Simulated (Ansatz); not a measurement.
**TaAl₃: a line through a two-coordinate scan**

Aim: follow the energy of TaAl₃ (I4/mmm, No. 139; 4 atoms in the cell) along one coordinate, volume per atom, with the other held at c/a of the conventional cell = 2.312.

Program: Ansatz 0.2.0. Level of theory: DFT PBEsol, scalar-relativistic, plane waves, PAW. These are calculated values, not measurements.

16 further runs of the same task are left out: 16 set aside as unsound or not needed.

## 1. The starting structure

It takes space group I4/mmm (No. 139, tetragonal). Conventional cell: a = 3.829 Å, b = 3.829 Å, c = 8.503 Å, α = 90.00°, β = 90.00°, γ = 90.00°. Ta (site symmetry 4/mmm) is surrounded by 12 Al at 2.71 to 2.86 Å. Al (site symmetry 4/mmm) is surrounded by 4 Ta at 2.71 Å and 8 Al at 2.86 Å. Al (site symmetry -4m2) has 8 Al at 2.71 to 2.86 Å and 4 Ta at 2.86 Å as nearest neighbours.

As a file:

```
CELL_PARAMETERS angstrom
-1.91456 1.91456 4.25149
1.91456 -1.91456 4.25149
1.91456 1.91456 -4.25149
ATOMIC_POSITIONS crystal
Ta 0.50000 0.50000 0.00000
Al 0.00000 0.00000 0.00000
Al 0.75000 0.25000 0.50000
Al 0.25000 0.75000 0.50000
```

This cell was relaxed beforehand with the same method: volume 15.58 Å³/atom, gap on the mesh none (metal).

## 2. Plan of the line

The energy is mapped over volume and the cell's shape.

First coordinate, volume per atom: 7 values from 13.09 to 18.08 Å³. Second coordinate, c/a of the conventional cell: 7 values from 1.968 to 2.505.

Nothing else is relaxed (symmetry fixes all fractional coordinates). Energies count from the relaxed crystal. Points are written as (first, second).

## 3. Point (13.09 Å³, 2.312)

File input.yaml:

```yaml
crystal:
  lattice:
    - [-1.782435336, 1.782435336, 4.1204557663]
    - [1.782435336, -1.782435336, 4.1204557663]
    - [1.782435336, 1.782435336, -4.1204557663]
  atoms:
    - { symbol: Ta, position: [0.5, 0.5, 0.0] }
    - { symbol: Al, position: [0.0, 0.0, 0.0] }
    - { symbol: Al, position: [0.75, 0.25, 0.5] }
    - { symbol: Al, position: [0.25, 0.75, 0.5] }
basis:
  ecutwfc: 420
kpoints:
  mp_grid: { grid: [16, 16, 16] }
hamiltonian:
  xc: pbesol
scf:
  occupations: { method: gaussian, width: 0.15 }
output:
  forces: true
  stress: true
  eigenvalues: true
  write_density: true
  write_potential: true
  elf: true
  volumetric_format: npy
```

Started as:

```bash
ansatz run input.yaml --threads 2 --pin off --max-ram 4096MiB --backend cpu --events-out ev --progress --plain --runs-dir out
```

The session goes on with these runs: the other points of the line.

Q: Predict the outcome of this session. Wanted: for each run, volume per atom; energy; slope; pressure.

**Answer**, as computed:

| volume per atom (Å³) | step | energy (meV/atom) | slope (meV/atom per Å³) | pressure (GPa) |
| --- | --- | --- | --- | --- |
| 13.09 | 3 | 248 | −216 | 34.6 |
| 13.92 | – | 109 | −125 | 20.0 |
| 14.75 | 4 | 35 | −55 | 8.8 |
| 15.58 | 5 | 13 | −2 | 0.3 |
| 16.41 | 6 | 29 | 39 | −6.2 |
| 17.25 | – | 74 | 69 | −11.1 |
| 18.08 | 7 | 142 | 93 | −14.9 |

Energies count from the relaxed crystal. Rows without a step come from runs not printed here or follow by symmetry. Slopes come from the forces (and the stress, where the cell changes), not from differences of energies.

What this shows: The lowest point of the line is at 15.58 Å³, 13 meV/atom from the zero. Energies and slopes round the minimum, fitted together, put the minimum at 15.617 Å³, with a curvature of about 55 meV/atom per (Å³)². V·d²E/dV² there is about 140 GPa, a bulk modulus under this line's constraint. The well is lopsided: two grid steps out, the energy rises by 96 meV/atom towards smaller values and 62 meV/atom towards larger ones. The highest point computed, at 13.09 Å³, lies 236 meV/atom above the lowest. This is one cut through a surface in two coordinates; the map's lowest point lies off it. Spin-orbit coupling is left out for Ta.
